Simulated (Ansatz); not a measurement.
What does this script print? It uses the Ansatz DFT code, driven from Python.

`adiabatic_ash.py`:
```python
"""Vertical and adiabatic ionisation of AsH."""

import itertools

import ansatz as az
from ase.data import atomic_numbers, covalent_radii
import numpy as np

BASIS = "def2-TZVP"
FUNCTIONAL = "pbe0"
NET_CHARGE = 1

GEOMETRY = """
As    0.00000    0.00000    0.00000
H     0.00000    0.00000    1.49500
"""

geometry = az.Crystal.molecule()
for line in GEOMETRY.strip().splitlines():
    symbol, *xyz = line.split()
    geometry = geometry.atom(symbol, [float(v) for v in xyz])

setup = (
    geometry.calculation()
    .basis(gaussian=BASIS)
    .functional(FUNCTIONAL)
    .spin("collinear", total=2)
)
symbols = [site.symbol for site in geometry.cartesian_sites]
start = np.array([site.position_ang for site in geometry.cartesian_sites], dtype=float)
r = setup.relax(force_tolerance=0.01).run().report
end = np.array(r["positions_ang"])

minimum = az.Crystal.molecule()
for symbol, place in zip(symbols, end):
    minimum = minimum.atom(symbol, place.tolist())
ion = minimum.calculation()
ion = ion.basis(gaussian=BASIS)
ion = ion.functional(FUNCTIONAL).charge(NET_CHARGE)
ion = ion.spin("collinear", total=1)
vertical = ion.run().report
settled = ion.relax(force_tolerance=0.01, max_steps=80).run().report
print(f"vertical ionisation energy   {vertical['free_energy_ev'] - r['free_energy_ev']:.3f} eV")
print(f"adiabatic, no zero point     {settled['free_energy_ev'] - r['free_energy_ev']:.3f} eV")
print(f"relaxation energy of the ion {vertical['free_energy_ev'] - settled['free_energy_ev']:.3f} eV")
ionised = np.array(settled["positions_ang"])
# pairs closer than 1.2 times the sum of covalent radii, before or after
radius = [covalent_radii[atomic_numbers[s]] for s in symbols]
span = lambda where, i, j: np.linalg.norm(where[i] - where[j])
bonded = [(i, j) for i, j in itertools.combinations(range(len(symbols)), 2) if min(span(end, i, j), span(ionised, i, j)) < 1.2 * (radius[i] + radius[j])]
print("pair        before    after (A)")
for i, j in bonded:
    print(f"{symbols[i]}{i}-{symbols[j]}{j}".ljust(10), f"{span(end, i, j):8.4f} {span(ionised, i, j):8.4f}")
```

```console
$ python adiabatic_ash.py
vertical ionisation energy   9.762 eV
adiabatic, no zero point     9.762 eV
relaxation energy of the ion 0.000 eV
pair        before    after (A)
As0-H1       1.5314   1.5345
```

Caveats:
- The energies are electronic: no zero-point or thermal terms, and the basis set is short of its limit. The product may relax into another structure. Each relaxation finds its nearest minimum, which needn't be the lowest.
- The run takes the species as open-shell (spin multiplicity 3), which needn't be its ground state.
- Only the spin states typed were run; another state of an ion can lie lower, by up to an eV or two.
- The spin state was assumed, and another may lie lower.
- It ran for 11 s on 1 thread of Arm Neoverse V1, on a shared host, peak memory 0.18 GiB.
